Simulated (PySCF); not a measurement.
# NiO+: bond curves at several levels of theory

One table from this session's results is given with a row withheld; the runs are named, their logs left out.

Computed with PySCF 2.14.0. Level: Ni def2-TZVPPD, O def2-TZVPPD, no relativity.

Set-up of the first run:

Settings of the job:

```yaml
atoms: Ni, O
charge: 1
basis: Ni def2-TZVPPD, O def2-TZVPPD
Hamiltonian: no relativity
basis_functions: 107
electrons_treated: 35
masses_in_u: 57.9353, 15.9949
levels: PBE0, PBE, r²SCAN, BP86, LDA, PBEsol, M06, TPSS, CAM-B3LYP, HF, MP2, SCS-MP2, CCSD, CCSD(T)
grid: 80 radial by 434 angular points
occupations: held fixed by the projection of orbital angular momentum
dissociation_limit: Ni+ + O, each in its ground configuration
starting_distance_in_angstrom: 1.755
values_of_2S_to_try: 1, 3, 5
```

Run with:

```bash
OMP_NUM_THREADS=2 python dia.py task.json out
```

Among the steps run: The job; PBE0 along the bond; Higher solutions at PBE0; PBE; r²SCAN; BP86 (GGA); LDA; PBEsol (GGA); M06 (hybrid meta-GGA); TPSS (meta-GGA); CAM-B3LYP; UHF (mean field); MP2 and coupled cluster.

One table of the session follows, with a row left open; its other results are not shown here.

Energy (eV) from each level's lowest point:

```
R (Å)    UHF  UHF-MP2  UHF-SCS-MP2  UHF-CCSD  UHF-CCSD(T)
1.423  3.418    0.489        1.142       n/a          n/a
1.490  2.424    0.188        0.633     0.386        0.428
1.556  1.693    0.046        0.325     0.101        0.101
1.605  1.276    0.007        0.187     0.014        0.002
1.655      ?        ?            ?         ?            ?
1.705  0.691    0.010        0.047     0.032        0.070
1.771  0.434    0.036        0.010     0.116        0.233
1.854  0.220    0.081        0.000     0.246        0.476
1.953  0.075    0.147        0.022     0.399        0.743
2.085  0.000    0.251        0.089       n/a          n/a
```

Q: Estimate the row for R (Å) = 1.655 from the others.

Worked estimate for «UHF». A straight line through the neighbours (1.605, 1.276) and (1.705, 0.691) gives 1.276 + (0.691 − 1.276) × (1.655 − 1.605) / (1.705 − 1.605) = 0.984; a parabola fitted to 4 rows on both sides gives 0.949.

**Answer.** UHF: 0.948; UHF-MP2: 0.000; UHF-SCS-MP2: 0.100; UHF-CCSD: 0.000; UHF-CCSD(T): 0.000. In «UHF» the line misses by +0.036 and the parabola by +0.001.
